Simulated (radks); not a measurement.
# Se in [Ar] 3d10 4s2 4p4: an all-electron calculation

An exercise on one series of results from a longer session: the logs are not shown, and one member is left open.

The numbers are computed with radks (a radial shooting solver on a logarithmic mesh, Libxc functionals) version 1 (scalar-relativistic Kohn-Sham, PBE, spin-polarised, spherical densities, finite nucleus; open shells are filled with parallel spins first), except any that are marked as measured or tabulated.

## The system

| Property | Result |
| --- | --- |
| element | selenium (Z = 34) |
| charge | 0 |
| electrons | 34 |
| configuration | [Ar] 3d10 4s2 4p4 |
| nuclear rms radius | 4.14 fm |

Outer shells as boxes (Hund's rule):

Se
```
[Ar] core
3d [↑↓][↑↓][↑↓][↑↓][↑↓]
4s [↑↓]
4p [↑↓][↑ ][↑ ]
```

Set-up of the first run:

Settings of this run:

```text
Z 34
configuration [Ar] 3d10 4s2 4p4 5s0 4d0
relativity scalar-relativistic
functional pbe,pbe
spin polarised
nucleus finite rms 4.14 fm
c 137.035999084
```

One table of the session follows, with a row left open; its other results are not shown here.

It belongs to the step «Shells». Sizes of the orbitals, from the radial functions (bohr):

| level | <r> | outermost maximum (interpolated) | 90 % within | nodes |
| --- | --- | --- | --- | --- |
| 1s up | 0.04408 | 0.0288 | 0.0788 | 0 |
| 1s down | 0.04408 | 0.0288 | 0.0788 | 0 |
| 2s up | 0.1959 | 0.164 | 0.303 | 1 |
| 2s down | 0.1959 | 0.164 | 0.303 | 1 |
| 2p up | 0.1711 | 0.132 | 0.279 | 0 |
| 2p down | 0.1711 | 0.132 | 0.279 | 0 |
| 3s up | 0.5741 | 0.502 | 0.856 | 2 |
| 3s down | ? | ? | ? | ? |
| 3p up | 0.5897 | 0.500 | 0.903 | 1 |
| 3p down | 0.5894 | 0.500 | 0.902 | 1 |
| 3d up | 0.6317 | 0.453 | 1.05 | 0 |
| 3d down | 0.6296 | 0.453 | 1.04 | 0 |
| 4s up | 1.796 | 1.52 | 2.68 | 3 |
| 4s down | 1.795 | 1.50 | 2.70 | 3 |
| 4p up | 2.277 | 1.81 | 3.52 | 2 |
| 4p down | 2.344 | 1.81 | 3.69 | 2 |

Q: Estimate the row for 3s down from the others.

As computed: <r>: 0.5740; outermost maximum (interpolated): 0.502; 90 % within: 0.856; nodes: 2. In the column «<r>» it lies between 2s down (0.1959) and 3s up (0.5741).

Caveats from the session: Open shells are spherical and high-spin; term and fine-structure splittings are not resolved.
